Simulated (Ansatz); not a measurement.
Geometry optimisation, Ansatz, DFT PBE, scalar-relativistic, plane waves, PAW.

Input:

```yaml
crystal:
  lattice:
    - [7.67918, 0.0, 0.0]
    - [3.83959, 6.650365, 0.0]
    - [0.0, 0.0, 16.418765]
  atoms:
    - { symbol: H, position: [0.16666666, 0.16666666, 0.06090592] }
    - { symbol: H, position: [0.66666664, 0.16666666, 0.06090592] }
    - { symbol: H, position: [0.16666666, 0.66666663, 0.06090592] }
    - { symbol: H, position: [0.66666664, 0.66666663, 0.06090592] }
    - { symbol: Si, position: [0.16666666, 0.16666666, 0.1522648] }
    - { symbol: Si, position: [0.66666664, 0.16666666, 0.1522648] }
    - { symbol: Si, position: [0.16666666, 0.66666663, 0.1522648] }
    - { symbol: Si, position: [0.66666664, 0.66666663, 0.1522648] }
    - { symbol: Si, position: [-0.16666666, 0.33333332, 0.2] }
    - { symbol: Si, position: [0.33333332, 0.33333332, 0.2] }
    - { symbol: Si, position: [-0.16666666, 0.83333329, 0.2] }
    - { symbol: Si, position: [0.33333332, 0.83333329, 0.2] }
    - { symbol: Si, position: [-0.16666666, 0.33333332, 0.34320559] }
    - { symbol: Si, position: [0.33333332, 0.33333332, 0.34320559] }
    - { symbol: Si, position: [-0.16666666, 0.83333329, 0.34320559] }
    - { symbol: Si, position: [0.33333332, 0.83333329, 0.34320559] }
    - { symbol: Si, position: [0.0, 0.0, 0.39094079] }
    - { symbol: Si, position: [0.49999998, 0.0, 0.39094079] }
    - { symbol: Si, position: [0.0, 0.49999997, 0.39094079] }
    - { symbol: Si, position: [0.49999998, 0.49999997, 0.39094079] }
    - { symbol: B, position: [0.91666663, 0.91666662, 0.49265368] }
    - { symbol: H, position: [0.88888885, 0.55555553, 0.46707319] }
    - { symbol: H, position: [0.74607264, 1.0487204, 0.51570657] }
    - { symbol: H, position: [0.95520239, 0.74607401, 0.51570657] }
basis:
  ecutwfc: 420.0
kpoints:
  mp_grid: { grid: [2, 2, 1] }
hamiltonian:
  xc: pbe
  pseudopotentials: { kind: paw, azcp: { folder: soft_1 } }
scf:
  occupations: { method: gaussian, width: 0.02 }
  lower_state_search: "off"
relax:
  f_tol: 0.03
  max_steps: 60
  adjacent_minimum: "off"
  constraints: [{ sites: [0, 1, 2, 3, 4, 5, 6, 7] }]
```

Command:

```bash
$ ansatz run input.yaml --threads 1 --pin off --max-ram 3072MiB --backend cpu --events-out ev --progress --plain --runs-dir out
```

Where does it end, and by what steps?

The run converged. Limits of this set-up: thin slab, slab without dipole correction, no dispersion correction for a molecule that may bind weakly. After 12 steps the energy has fallen by 1.314 eV; H23 moved furthest, 0.99 Å. Joined: Si15–B21 (2.69 → 2.25 Å).

```csv
step,energy less start (eV),largest force component (eV/Å),accepted
0,0.0000,1.279,yes
1,-0.5391,0.813,yes
2,-0.7609,0.438,yes
3,-0.8805,0.312,yes
4,-1.0428,0.537,yes
5,-1.1761,0.417,yes
6,-1.2205,0.237,yes
7,-1.2439,0.269,yes
8,-1.2863,0.154,yes
9,-1.3049,0.106,yes
10,-1.3113,0.087,yes
11,-1.3138,0.037,yes
12,-1.3143,0.020,yes
```

```xyz
24
Lattice="7.6792 0.0000 0.0000 3.8396 6.6504 0.0000 0.0000 0.0000 16.4188" Properties=species:S:1:pos:R:3
H 1.920 1.108 1.000
H 5.759 1.108 1.000
H 3.840 4.434 1.000
H 7.679 4.434 1.000
Si 1.920 1.108 2.500
Si 5.759 1.108 2.500
Si 3.840 4.434 2.500
Si 7.679 4.434 2.500
Si -0.010 2.215 3.252
Si 3.834 2.213 3.245
Si 1.929 5.541 3.260
Si 5.777 5.550 3.333
Si -0.234 2.166 5.579
Si 3.814 2.146 5.589
Si 1.743 5.304 5.612
Si 5.497 5.223 5.758
Si -0.126 -0.016 6.381
Si 3.602 -0.171 5.831
Si 1.789 3.069 6.332
Si 5.622 3.103 6.815
B 9.891 6.301 7.570
H 9.507 3.102 7.830
H 9.225 7.313 7.703
H 9.732 5.364 8.299
```

Time of the run: 2.3 min on 1 thread of Arm Neoverse V1, on a shared host, peak memory 0.86 GiB.
